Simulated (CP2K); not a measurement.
# BLYP-D3(BJ)/DZVP-MOLOPT-SR-GTH (core potential) run of CuCl (SMILES [Cl][Cu])

What is the vertical singlet–triplet gap of CuCl at BLYP-D3(BJ)/DZVP-MOLOPT-SR-GTH (core potential)? 

The calculation is run with CP2K 2026.2.

5 further runs of the same task are left out: 4 that didn't finish, 1 set aside as unsound or not needed.

### 1 The molecule

The species is CuCl (2 atoms), meant as a singlet with charge 0. SMILES: `[Cl][Cu]`. The coordinates come from a PBE0-D4/def2-TZVP relaxation.

Bond lengths: Cl1–Cu2 2.076 Å.

### 2 The energy at BLYP-D3(BJ)/DZVP-MOLOPT-SR-GTH (core potential)

Input file calc.inp:

```
&GLOBAL
  PROJECT calc
  RUN_TYPE ENERGY
  PRINT_LEVEL MEDIUM
&END GLOBAL

&FORCE_EVAL
  METHOD QS
  &DFT
    BASIS_SET_FILE_NAME BASIS_MOLOPT
    POTENTIAL_FILE_NAME GTH_POTENTIALS
    CHARGE 0
    MULTIPLICITY 1
    &QS
      METHOD GPW
      EPS_DEFAULT 1.0E-10
    &END QS
    # plane-wave cutoff in Ry
    &MGRID
      CUTOFF 400
      REL_CUTOFF 50
      NGRIDS 4
    &END MGRID
    &POISSON
      PERIODIC NONE
      POISSON_SOLVER MULTIPOLE
    &END POISSON
    # SCF settings
    &SCF
      SCF_GUESS ATOMIC
      EPS_SCF 1.0E-06
      MAX_SCF 40
      &OT ON
        MINIMIZER DIIS
        PRECONDITIONER FULL_ALL
      &END OT
      &OUTER_SCF
        EPS_SCF 1.0E-06
        MAX_SCF 8
      &END OUTER_SCF
    &END SCF
    &XC
      &XC_FUNCTIONAL BLYP
      &END XC_FUNCTIONAL
      &VDW_POTENTIAL
        POTENTIAL_TYPE PAIR_POTENTIAL
        &PAIR_POTENTIAL
          TYPE DFTD3(BJ)
          PARAMETER_FILE_NAME dftd3.dat
          REFERENCE_FUNCTIONAL BLYP
          R_CUTOFF 15
        &END PAIR_POTENTIAL
      &END VDW_POTENTIAL
    &END XC
    # extra output
    &PRINT
      &MOMENTS
        PERIODIC F
        REFERENCE COM
        MAX_MOMENT 1
      &END MOMENTS
      &MO_CUBES
        NLUMO 1
        NHOMO -1
        WRITE_CUBE F
      &END MO_CUBES
      &HIRSHFELD OFF
      &END HIRSHFELD
    &END PRINT
  &END DFT
  &SUBSYS
    # box in angstrom
    &CELL
      ABC [angstrom] 8.8 7.6 7.9
      PERIODIC NONE
    &END CELL
    &COORD
      Cl     0.898300    -0.345200     0.446400
      Cu    -0.868800     0.285000    -0.442400
    &END COORD
    &TOPOLOGY
      &CENTER_COORDINATES
      &END CENTER_COORDINATES
    &END TOPOLOGY
    &KIND Cl
      BASIS_SET DZVP-MOLOPT-SR-GTH-q7
      POTENTIAL GTH-BLYP-q7
    &END KIND
    &KIND Cu
      BASIS_SET DZVP-MOLOPT-SR-GTH-q11
      POTENTIAL GTH-BLYP-q11
    &END KIND
  &END SUBSYS
&END FORCE_EVAL
```

Launch:

```bash
OMP_NUM_THREADS=1 cp2k.psmp calc.inp > calc.out
```

The log of the run:

```text
CP2K| version string:                                       CP2K version 2026.2
[...]
 GLOBAL| Method name                                                        CP2K
[...]
 GLOBAL| Run type                                                         ENERGY
[...]
 DFT| Spin restricted Kohn-Sham (RKS) calculation                            RKS
 DFT| Multiplicity                                                             1
[...]
 DFT| Charge                                                                   0
[...]
 FUNCTIONAL| BECKE88:
 FUNCTIONAL| LYP:
[...]
 QS| Method:                                                                 GPW
[...]
 QS| Density cutoff [a.u.]:                                                200.0
[...]
 QS| Relative density cutoff [a.u.]:                                        25.0
[...]
                             - Atoms:                                          2
[...]
                             - Spherical basis functions:                     38
[...]
 Number of electrons:                                                         18
[...]
     1 OT DIIS     0.15E+00    0.4     0.11851638       -62.2720100140 -6.23E+01
[...]
    22 OT DIIS     0.15E+00    0.4     0.00000064       -62.8456612531 -9.81E-11
  *** SCF run converged in    22 steps ***
[...]
  Overlap energy of the core charge distribution:               0.00000009381270
  Self energy of the core charge distribution:                -98.11654101366642
  Core Hamiltonian energy:                                     29.80648108341368
  Hartree energy:                                              16.07543390887155
  Exchange-correlation energy:                                -10.60852604804253
  Dispersion energy:                                           -0.00250927745690
  Total energy:                                               -62.84566125306792
[...]
                     Mulliken Population Analysis
 #  Atom  Element  Kind  Atomic population                           Net charge
       1     Cl       1          7.242765                             -0.242765
       2     Cu       2         10.757235                              0.242765
 # Total charge                             18.000000                  0.000000
[...]
  Dipole moment [Debye]
    X= -0.3236548E+01 Y=  0.1172926E+01 Z= -0.1647411E+01  Total=      3.8164066
[...]
 HOMO - LUMO gap [eV] :    1.906734
 ENERGY| Total FORCE_EVAL ( QS ) energy [hartree]            -62.845661253067924
[...]
```

Run time: 11 s. Hardware: 1 thread of Arm Neoverse V1, shared host; peak memory 0.5 GiB.

### 3 The triplet, same level

Input file molecule.xyz:

```xyz
2

Cl     0.898300    -0.345200     0.446400
Cu    -0.868800     0.285000    -0.442400
```

Input file job.inp:

```
&GLOBAL
  PROJECT job
  RUN_TYPE ENERGY
  PRINT_LEVEL MEDIUM
&END GLOBAL

&FORCE_EVAL
  METHOD QUICKSTEP
  &DFT
    BASIS_SET_FILE_NAME BASIS_MOLOPT
    POTENTIAL_FILE_NAME GTH_POTENTIALS
    CHARGE 0
    MULTIPLICITY 3
    UKS T
    &QS
      METHOD GPW
      EPS_DEFAULT 1.0E-10
    &END QS
    &MGRID
      CUTOFF 400
      REL_CUTOFF 50
      NGRIDS 4
    &END MGRID
    &POISSON
      PERIODIC NONE
      POISSON_SOLVER MULTIPOLE
    &END POISSON
    &SCF
      SCF_GUESS ATOMIC
      EPS_SCF 1.0E-06
      MAX_SCF 40
      &OT ON
        MINIMIZER CG
        PRECONDITIONER FULL_SINGLE_INVERSE
      &END OT
      &OUTER_SCF
        EPS_SCF 1.0E-06
        MAX_SCF 5
      &END OUTER_SCF
    &END SCF
    &XC
      &XC_FUNCTIONAL BLYP
      &END XC_FUNCTIONAL
      &VDW_POTENTIAL
        POTENTIAL_TYPE PAIR_POTENTIAL
        &PAIR_POTENTIAL
          TYPE DFTD3(BJ)
          PARAMETER_FILE_NAME dftd3.dat
          REFERENCE_FUNCTIONAL BLYP
          R_CUTOFF 15
        &END PAIR_POTENTIAL
      &END VDW_POTENTIAL
    &END XC
    &PRINT
      &MOMENTS
        PERIODIC F
        REFERENCE COM
        MAX_MOMENT 1
      &END MOMENTS
      &MO_CUBES
        NLUMO 5
        NHOMO -1
        WRITE_CUBE F
      &END MO_CUBES
      &HIRSHFELD OFF
      &END HIRSHFELD
    &END PRINT
  &END DFT
  &SUBSYS
    &CELL
      ABC [angstrom] 8.8 7.6 7.9
      PERIODIC NONE
    &END CELL
    &TOPOLOGY
      COORD_FILE_NAME molecule.xyz
      COORD_FILE_FORMAT XYZ
      &CENTER_COORDINATES
      &END CENTER_COORDINATES
    &END TOPOLOGY
    &KIND Cl
      BASIS_SET DZVP-MOLOPT-SR-GTH-q7
      POTENTIAL GTH-BLYP-q7
    &END KIND
    &KIND Cu
      BASIS_SET DZVP-MOLOPT-SR-GTH-q11
      POTENTIAL GTH-BLYP-q11
    &END KIND
  &END SUBSYS
&END FORCE_EVAL
```

Launch:

```bash
OMP_NUM_THREADS=1 cp2k.psmp -i job.inp > job.out 2>&1
```

The log of the run:

```text
CP2K| version string:                                       CP2K version 2026.2
[...]
 GLOBAL| Method name                                                        CP2K
[...]
 GLOBAL| Run type                                                         ENERGY
[...]
 DFT| Spin unrestricted (spin-polarized) Kohn-Sham calculation               UKS
 DFT| Multiplicity                                                             3
[...]
 DFT| Charge                                                                   0
[...]
 FUNCTIONAL| BECKE88:
 FUNCTIONAL| LYP:
[...]
 QS| Method:                                                                 GPW
[...]
 QS| Density cutoff [a.u.]:                                                200.0
[...]
 QS| Relative density cutoff [a.u.]:                                        25.0
[...]
                             - Atoms:                                          2
[...]
                             - Spherical basis functions:                     38
[...]
 Number of electrons:                                                         10
[...]
     1 OT CG       0.80E-01    0.8     0.05275334       -62.5110113164 -6.25E+01
[...]
    28 OT CG       0.18E+00    0.9     0.00000092       -62.7786776522 -7.19E-11
  *** SCF run converged in    28 steps ***
[...]
  Overlap energy of the core charge distribution:               0.00000009381270
  Self energy of the core charge distribution:                -98.11654101366642
  Core Hamiltonian energy:                                     29.40596848965196
  Hartree energy:                                              16.40234955143780
  Exchange-correlation energy:                                -10.46794549594671
  Dispersion energy:                                           -0.00250927745690
  Total energy:                                               -62.77867765216755
[...]
                     Mulliken Population Analysis
 #  Atom  Element  Kind  Atomic population (alpha,beta) Net charge  Spin moment
       1     Cl       1         3.769208     3.366976    -0.136184     0.402232
       2     Cu       2         6.230792     4.633024     0.136184     1.597768
 # Total charge and spin       10.000000     8.000000    -0.000000     2.000000
[...]
  Dipole moment [Debye]
    X= -0.3657382E+00 Y=  0.2066285E+00 Z= -0.2177221E+00  Total=      0.4731413
[...]
 HOMO - LUMO gap [eV] :    0.825550
 ENERGY| Total FORCE_EVAL ( QS ) energy [hartree]            -62.778677652167552
[...]
```

It took 93 s on 1 thread of Arm Neoverse V1, shared host; peak memory 0.62 GiB.

### 4 What came out

At BLYP-D3(BJ)/DZVP-MOLOPT-SR-GTH (core potential):

| quantity | value |
| --- | --- |
| singlet: total energy | -62.84566 Eh |
| singlet: dipole moment | 3.82 D |
| singlet: HOMO energy | -5.80 eV |
| singlet: LUMO energy | -3.89 eV |
| singlet: HOMO–LUMO gap | 1.91 eV |
| singlet: dispersion energy | -6.59 kJ/mol |
| triplet: total energy | -62.77868 Eh |
| triplet: dipole moment | 0.47 D |
| triplet: HOMO energy (highest over α and β) | -4.70 eV |
| triplet: dispersion energy | -6.59 kJ/mol |
| triplet: ⟨S²⟩ | 2.003 |
| vertical energy of the triplet above the singlet | 1.823 eV |

What this shows: At this shape the triplet lies 1.82 eV (42 kcal/mol) above the singlet.
